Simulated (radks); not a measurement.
# K with its nuclear charge varied continuously

One table from this session's results is given with a row withheld; the runs are named, their logs left out.

Program: radks (a radial shooting solver on a logarithmic mesh, Libxc functionals) version 1. Level of theory: scalar-relativistic Kohn-Sham, PBEsol, spin-polarised, spherical densities, finite nucleus; open shells are filled with parallel spins first. These are calculated values, not measurements, unless marked.

**What is computed**

| Property | Result |
| --- | --- |
| element | potassium (Z = 19) |
| charge | 0 |
| electrons | 19 |
| configuration | [Ar] 4s1 |
| nuclear rms radius | 3.4349 fm |

Outer shells as boxes (Hund's rule):

K
```
[Ar] core
4s [↑ ]
```

The first run:

Settings of this run:

```text
Z 19
configuration [Ar] 4s1
relativity scalar-relativistic
functional pbe_sol,pbe_sol
spin polarised
nucleus finite rms 3.4349 fm
c 137.035999084
```

Steps of the session up to this table: Z = 19.

One of the session's tables, all rows but one given; the rest of the session is left out.

It belongs to the step «Z = 19». Sizes of the orbitals, from the radial functions (bohr):

| level | <r> | outermost maximum (interpolated) | 90 % within | nodes |
| --- | --- | --- | --- | --- |
| 2s down | 0.3881 | 0.318 | 0.605 | 1 |
| 2p up | 0.3508 | 0.263 | 0.580 | 0 |
| 2p down | 0.3508 | 0.263 | 0.580 | 0 |
| 3s up | ? | ? | ? | ? |
| 3s down | 1.269 | 1.08 | 1.91 | 2 |
| 3p up | 1.438 | 1.16 | 2.25 | 1 |
| 3p down | 1.433 | 1.16 | 2.24 | 1 |
| 4s up | 4.908 | 4.17 | 7.37 | 3 |

Q: Estimate the row for 3s up from the others.

As computed: <r>: 1.270; outermost maximum (interpolated): 1.08; 90 % within: 1.92; nodes: 2. In the column «<r>» it lies between 3s down (1.269) and 3p down (1.433).

To keep in mind: At Z = 19 the central difference of E is -75.394 hartree, against -75.363 from the Hellmann-Feynman theorem; the scalar-relativistic energy here is not variational, so the two differ by a part that grows with Z.
